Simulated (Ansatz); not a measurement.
**CH₄GeO₂: small, medium and large basis sets**

An exercise on one series of results from a longer session: the logs are not shown, and one member is left open.

The runs use Ansatz 0.2.0, Gaussian basis; one geometry, several basis sets.

Plan: PBE0-D4/def2-SVP; ωB97M-V/def2-SVP; PBE0-D4/def2-QZVPP; ωB97M-V/def2-QZVPP; the functionals' def2-TZVPP values are taken from earlier runs.

## Structure used throughout

An earlier PBE0-D4 in a triple-zeta def2 set relaxation fixed the geometry.

SMILES `C1[O][GeH2][O]1`, 8 atoms, charge 0, spin multiplicity 1.

Atoms are counted from 1 here; the program's logs count them from 0.

Bond lengths: C1–O2 1.424 Å, C1–O4 1.425 Å, C1–H5 1.097 Å, C1–H6 1.097 Å, O2–Ge3 1.797 Å, Ge3–O4 1.797 Å, Ge3–H7 1.538 Å, Ge3–H8 1.538 Å. Angles: O2–C1–O4 104.1°, O2–C1–H5 110.6°, O2–C1–H6 110.6°, O4–C1–H5 110.6°, O4–C1–H6 110.6°, H5–C1–H6 110.3°, C1–O2–Ge3 89.3°, O2–Ge3–O4 77.4°, O2–Ge3–H7 115.5°, O2–Ge3–H8 115.5°, O4–Ge3–H7 115.5°, O4–Ge3–H8 115.6°, H7–Ge3–H8 112.9°, C1–O4–Ge3 89.3°.

Set-up of the first run:

in.yaml reads:

```yaml
crystal:
  periodic: [false, false, false]
  atoms:
    - {symbol: C, position_ang: [-0.418832, 1.010480, -0.240663]}
    - {symbol: O, position_ang: [0.180785, 0.570363, 0.974129]}
    - {symbol: Ge, position_ang: [0.449612, -1.043208, 0.230898]}
    - {symbol: O, position_ang: [-0.350362, -0.128929, -1.092879]}
    - {symbol: H, position_ang: [0.146576, 1.847269, -0.669121]}
    - {symbol: H, position_ang: [-1.462304, 1.303991, -0.071883]}
    - {symbol: H, position_ang: [1.918888, -1.421679, -0.018471]}
    - {symbol: H, position_ang: [-0.372261, -2.195289, 0.832088]}
basis:
  gaussian: {orbitals: def2-SVP}
hamiltonian: {xc: pbe0, dispersion: d4}
output: {orbitals: {seedname: orbitals}}
```

The run is started by

```
> ansatz run in.yaml --threads 2 --pin off --events-out ev --progress --plain --max-ram 4352MiB
```

Among the steps run: PBE0-D4 in def2-SVP; ωB97M-V in def2-SVP; PBE0-D4 in def2-QZVPP; ωB97M-V in def2-QZVPP.

One of the session's tables, all rows but one given; the rest of the session is left out.

It belongs to the step «Density functionals: the series». 

```
functional       basis  HOMO (eV)
   PBE0-D4    def2-SVP      -7.45
   PBE0-D4  def2-TZVPP          ?
   PBE0-D4  def2-QZVPP      -7.55
   ωB97M-V    def2-SVP      -9.77
   ωB97M-V  def2-TZVPP      -9.86
   ωB97M-V  def2-QZVPP      -9.90
```

Q: Estimate the row for PBE0-D4, def2-TZVPP from the others.

**Answer.** HOMO (eV): -7.52. In the column «HOMO (eV)» it lies between PBE0-D4, def2-QZVPP (-7.55) and PBE0-D4, def2-SVP (-7.45).
